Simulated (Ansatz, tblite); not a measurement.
**C18H38S: a ladder of methods and basis sets**

How do method and basis change the picture of C18H38S (singlet)?

Computed with Ansatz 0.2.0, Gaussian basis. Level: as each input shows.

The runs, in order: GFN1-xTB, GFN2-xTB, PBE-D4/def2-TZVP, r2SCAN-D4/def2-TZVP, PBE-QIDH/def2-TZVP, B97M-V/def2-TZVP, ωB97M-V/def2-TZVP, PBE+5HF/def2-SVP, PBE+10HF/def2-SVP, PBE+15HF/def2-SVP, PBE+35HF/def2-SVP, PBE+50HF/def2-SVP, PBE-D4/def2-SVP, PBE0-D4/def2-SVP, HF/6-31G, B3LYP-D4/6-31G, MP2/def2-SVP, RPA/def2-SVP.

**1. The geometry**

The geometry is that of the singlet, from an earlier relaxation (PBE-D4/def2-SVP).

SMILES `CCCCCCCCCCCCCCCCCCS`, 57 atoms, charge 0, spin multiplicity 1.

Bond lengths: C1–C2 1.529 Å, C1–H20 1.109 Å, C1–H21 1.110 Å, C1–H22 1.110 Å, C2–C3 1.533 Å, C2–H23 1.113 Å, C2–H24 1.112 Å, C3–C4 1.535 Å, C3–H25 1.113 Å, C3–H26 1.114 Å, C4–C5 1.534 Å, C4–H27 1.114 Å, C4–H28 1.111 Å, C5–C6 1.535 Å, C5–H29 1.114 Å, C5–H30 1.111 Å, C6–C7 1.532 Å, C6–H31 1.113 Å and more. Angles: C2–C1–H20 111.9°, C2–C1–H21 111.3°, C2–C1–H22 111.4°, H20–C1–H21 107.5°, H20–C1–H22 107.5°, H21–C1–H22 107.1°, C1–C2–C3 113.2°, C1–C2–H23 109.7°, C1–C2–H24 109.3°, C3–C2–H23 108.9°, C3–C2–H24 109.9°, H23–C2–H24 105.6°, C2–C3–C4 115.1°, C2–C3–H25 108.5°, C2–C3–H26 109.1°, C4–C3–H25 108.9°, C4–C3–H26 109.2°, H25–C3–H26 105.5° and more.

PBE0-D4/def2-TZVP was run before; its log isn't repeated, and its numbers join the tables.

**2. GFN1-xTB**

Tight binding, by tblite at 300 K electronic temperature and without a spin-polarisation term:

```python
tblite.interface.Calculator('GFN1-xTB', numbers, positions, charge=0, uhf=0).singlepoint()
```

Energy -1695.5842 eV, HOMO -10.76 eV, LUMO -4.88 eV; 0.083 s.

**3. GFN2-xTB**

Tight binding, by tblite at 300 K electronic temperature and without a spin-polarisation term:

```python
tblite.interface.Calculator('GFN2-xTB', numbers, positions, charge=0, uhf=0).singlepoint()
```

Energy -1664.9967 eV, HOMO -10.02 eV, LUMO -5.51 eV; 0.053 s.

**4. PBE-D4/def2-TZVP**

start.molden holds the orbitals of an earlier run on this state, given as this run's starting guess.

in.yaml reads:

```yaml
crystal:
  periodic: [false, false, false]
  atoms:
    - {symbol: C, position_ang: [-9.572010, 1.099323, -0.243108]}
    - {symbol: C, position_ang: [-8.118314, 1.016135, -0.709826]}
    - {symbol: C, position_ang: [-7.319624, -0.087239, -0.005714]}
    - {symbol: C, position_ang: [-5.868000, -0.244295, -0.479044]}
    - {symbol: C, position_ang: [-4.957533, 0.948449, -0.160889]}
    - {symbol: C, position_ang: [-3.506276, 0.791163, -0.635467]}
    - {symbol: C, position_ang: [-2.712707, -0.318335, 0.062382]}
    - {symbol: C, position_ang: [-1.254143, -0.410375, -0.393921]}
    - {symbol: C, position_ang: [-0.466955, -1.529635, 0.295654]}
    - {symbol: C, position_ang: [0.990417, -1.678781, -0.162704]}
    - {symbol: C, position_ang: [1.900549, -0.503408, 0.215631]}
    - {symbol: C, position_ang: [3.356869, -0.633243, -0.252591]}
    - {symbol: C, position_ang: [4.126239, -1.815295, 0.355901]}
    - {symbol: C, position_ang: [5.612867, -1.910590, -0.039892]}
    - {symbol: C, position_ang: [6.602550, -1.176246, 0.881711]}
    - {symbol: C, position_ang: [6.454439, 0.346132, 1.008834]}
    - {symbol: C, position_ang: [6.698414, 1.120157, -0.288062]}
    - {symbol: C, position_ang: [6.512269, 2.633731, -0.163754]}
    - {symbol: S, position_ang: [7.678001, 3.487512, 0.976935]}
    - {symbol: H, position_ang: [-10.129978, 1.900187, -0.769255]}
    - {symbol: H, position_ang: [-9.634410, 1.309600, 0.845423]}
    - {symbol: H, position_ang: [-10.109553, 0.144365, -0.422658]}
    - {symbol: H, position_ang: [-8.086279, 0.840097, -1.808824]}
    - {symbol: H, position_ang: [-7.625127, 1.999819, -0.550703]}
    - {symbol: H, position_ang: [-7.851793, -1.054306, -0.146803]}
    - {symbol: H, position_ang: [-7.328898, 0.099588, 1.092825]}
    - {symbol: H, position_ang: [-5.857377, -0.426457, -1.578450]}
    - {symbol: H, position_ang: [-5.444810, -1.163282, -0.019635]}
    - {symbol: H, position_ang: [-4.967161, 1.129389, 0.938665]}
    - {symbol: H, position_ang: [-5.380673, 1.867903, -0.619301]}
    - {symbol: H, position_ang: [-2.972226, 1.756148, -0.488788]}
    - {symbol: H, position_ang: [-3.497904, 0.610523, -1.734795]}
    - {symbol: H, position_ang: [-2.743592, -0.152631, 1.163792]}
    - {symbol: H, position_ang: [-3.204796, -1.302259, -0.104116]}
    - {symbol: H, position_ang: [-1.222590, -0.567756, -1.496498]}
    - {symbol: H, position_ang: [-0.758721, 0.570542, -0.219057]}
    - {symbol: H, position_ang: [-0.998818, -2.492226, 0.127150]}
    - {symbol: H, position_ang: [-0.488513, -1.367070, 1.397696]}
    - {symbol: H, position_ang: [1.400644, -2.616516, 0.269425]}
    - {symbol: H, position_ang: [1.016738, -1.819884, -1.267986]}
    - {symbol: H, position_ang: [1.882272, -0.374472, 1.322679]}
    - {symbol: H, position_ang: [1.480583, 0.437258, -0.201565]}
    - {symbol: H, position_ang: [3.884100, 0.316637, -0.023483]}
    - {symbol: H, position_ang: [3.379450, -0.725344, -1.362991]}
    - {symbol: H, position_ang: [3.617851, -2.756253, 0.055494]}
    - {symbol: H, position_ang: [4.041537, -1.778611, 1.467174]}
    - {symbol: H, position_ang: [5.735776, -1.567901, -1.091786]}
    - {symbol: H, position_ang: [5.912703, -2.980053, -0.049848]}
    - {symbol: H, position_ang: [6.523667, -1.620850, 1.898452]}
    - {symbol: H, position_ang: [7.636822, -1.401473, 0.537822]}
    - {symbol: H, position_ang: [5.447464, 0.598982, 1.411872]}
    - {symbol: H, position_ang: [7.180557, 0.705570, 1.769803]}
    - {symbol: H, position_ang: [6.002729, 0.765079, -1.080957]}
    - {symbol: H, position_ang: [7.725552, 0.907017, -0.657042]}
    - {symbol: H, position_ang: [5.473187, 2.887374, 0.134484]}
    - {symbol: H, position_ang: [6.690670, 3.127854, -1.140401]}
    - {symbol: H, position_ang: [7.113875, 3.058221, 2.140091]}
basis:
  gaussian: {orbitals: def2-TZVP, fitting: {mean_field: def2-universal-jkfit}, initial_orbitals: start.molden}
hamiltonian: {xc: pbe, dispersion: d4}
scf: {omitted_lower_state_checks: [starts]}
output: {forces: true, orbitals: {seedname: orbitals}}
```

Started as:

```sh
ansatz run in.yaml --threads 2 --pin off --events-out ev --progress --plain --max-ram 22528MiB --backend cuda --devices 0, --max-vram 18GiB
```

After this run come: r2SCAN-D4/def2-TZVP; PBE-QIDH/def2-TZVP; B97M-V/def2-TZVP; ωB97M-V/def2-TZVP; PBE+5HF/def2-SVP; PBE+10HF/def2-SVP; PBE+15HF/def2-SVP; PBE+35HF/def2-SVP; PBE+50HF/def2-SVP; PBE-D4/def2-SVP; PBE0-D4/def2-SVP; HF/6-31G; B3LYP-D4/6-31G; MP2/def2-SVP; RPA/def2-SVP.

Before running them: what should the planned runs give, taken together? Wanted: gap in def2-TZVP, named functionals, smallest and largest; gap over the share of exact exchange; correlation energy, MP2/def2-SVP; binding an atom, functionals in def2-TZVP; PBE0 total energy, smallest basis above largest.

The runs gave:

| quantity | value |
| --- | --- |
| gap in def2-TZVP, named functionals, smallest and largest | 5.06 eV (PBE-D4), 11.15 eV (ωB97M-V) |
| gap over the share of exact exchange | 5.36 eV at 0, 9.85 eV at 0.5 |
| correlation energy, MP2/def2-SVP | -74.37 eV |
| binding an atom, functionals in def2-TZVP | 4.16 (B97M-V) to 4.24 eV (PBE-D4) |
| PBE0 total energy, smallest basis above largest | 23.63 eV (def2-SVP, def2-TZVP) |

**Reading.** Orbital gaps of the named functionals in def2-TZVP span 5.06 eV (PBE-D4) to 11.15 eV (ωB97M-V); exact exchange widens it. Raising the share of exact exchange from 0 to 0.5 moves the HOMO by -2.62 eV and the LUMO by +1.87 eV.
